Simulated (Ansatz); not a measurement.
**CH8OSi2: a ladder of functionals and wavefunction methods**

Aim: compute CH8OSi2 with functionals from several rungs and with coupled cluster. The yardstick is the atomisation energy at the CCSD(T) limit.

The runs use Ansatz 0.2.0, Gaussian basis; functionals in def2-TZVPP, the program's frozen cores in correlated methods.

Levels to be run: PBE-D4, r2SCAN-D4, PBE0-D4, B3LYP-D4, ωB97X-V, ωB97M-V, B2PLYP; CCSD(T)/def2-TZVPP; MP2/def2-QZVPP; extrapolation to the limit.

### 1 The relaxed structure

All runs share one geometry, relaxed beforehand with PBE0-D4 in a triple-zeta def2 set.

SMILES `OC[SiH2][SiH3]`, 12 atoms, charge 0, spin multiplicity 1.

Atoms are counted from 1 here; the program's logs count them from 0.

Bond lengths: O1–C2 1.420 Å, O1–H5 0.960 Å, C2–Si3 1.898 Å, C2–H6 1.093 Å, C2–H7 1.099 Å, Si3–Si4 2.342 Å, Si3–H8 1.488 Å, Si3–H9 1.494 Å, Si4–H10 1.488 Å, Si4–H11 1.489 Å, Si4–H12 1.488 Å. Angles: C2–O1–H5 108.5°, O1–C2–Si3 112.8°, O1–C2–H6 106.3°, O1–C2–H7 111.6°, Si3–C2–H6 109.2°, Si3–C2–H7 110.3°, H6–C2–H7 106.3°, C2–Si3–Si4 111.9°, C2–Si3–H8 110.0°, C2–Si3–H9 107.7°, Si4–Si3–H8 110.2°, Si4–Si3–H9 109.3°, H8–Si3–H9 107.7°, Si3–Si4–H10 110.6°, Si3–Si4–H11 110.4°, Si3–Si4–H12 110.4°, H10–Si4–H11 108.6°, H10–Si4–H12 108.6° and more.

### 2 PBE-D4 (GGA)

The input, in.yaml:

```yaml
crystal:
  periodic: [false, false, false]
  atoms:
    - {symbol: O, position_ang: [-0.590659, 2.626099, 0.101712]}
    - {symbol: C, position_ang: [0.094455, 1.433023, 0.453187]}
    - {symbol: Si, position_ang: [-0.396932, -0.045156, -0.631976]}
    - {symbol: Si, position_ang: [0.657857, -2.020759, 0.053661]}
    - {symbol: H, position_ang: [-1.535108, 2.469556, 0.178840]}
    - {symbol: H, position_ang: [1.159641, 1.639649, 0.318615]}
    - {symbol: H, position_ang: [-0.040287, 1.187234, 1.516342]}
    - {symbol: H, position_ang: [-0.075519, 0.241487, -2.056632]}
    - {symbol: H, position_ang: [-1.877379, -0.212957, -0.525640]}
    - {symbol: H, position_ang: [0.232945, -3.164477, -0.797376]}
    - {symbol: H, position_ang: [0.311467, -2.328538, 1.468381]}
    - {symbol: H, position_ang: [2.136416, -1.880262, -0.045015]}
basis:
  gaussian: {orbitals: def2-TZVPP}
hamiltonian: {xc: pbe, dispersion: d4}
output: {forces: true, orbitals: {seedname: orbitals}}
```

The run is started by

```bash
ansatz run in.yaml --threads 4 --pin off --events-out ev --progress --plain --max-ram 10444MiB
```

After this run come: r2SCAN-D4 (meta-GGA); PBE0-D4 (hybrid); B3LYP-D4 (hybrid); ωB97X-V (range-separated); ωB97M-V (range-separated); B2PLYP (double hybrid); CCSD(T) in def2-TZVPP; MP2 in def2-QZVPP.

Q: Predict the results of all the runs planned. Wanted: atomisation energy, CCSD(T)/CBS; farthest; mean size of error, hybrid; mean size of error, range-separated; gap, smallest and largest; T1 diagnostic; triples share of the correlation energy.

**Answer**, as computed:

| quantity | value |
| --- | --- |
| atomisation energy, CCSD(T)/CBS | 3894.9 kJ/mol |
| functionals within 19.5 kJ/mol (0.5 %) | PBE-D4, r2SCAN-D4, B3LYP-D4, ωB97X-V, ωB97M-V |
| farthest | B2PLYP (-61.6 kJ/mol) |
| mean size of error, hybrid | 23.7 kJ/mol |
| mean size of error, range-separated | 10.4 kJ/mol |
| gap, smallest and largest | 5.20 eV (PBE-D4), 11.81 eV (ωB97X-V) |
| T1 diagnostic | 0.0122 |
| triples share of the correlation energy | 3.5 % |

**Reading.** PBE-D4 is off by +3.6 kJ/mol. Double hybrids carry the basis error of their MP2 part in triple zeta, and no dispersion term here, so their miss is partly the set-up's. The reference freezes the cores and leaves out relativity and excitations past (T), so misses under about 19.5 kJ/mol can't be ranked. Hartree-Fock recovers 74 % of the binding; the rest is correlation. The gap grows from 5.2 to 11.8 eV across the functionals, mostly with the share of exact exchange.
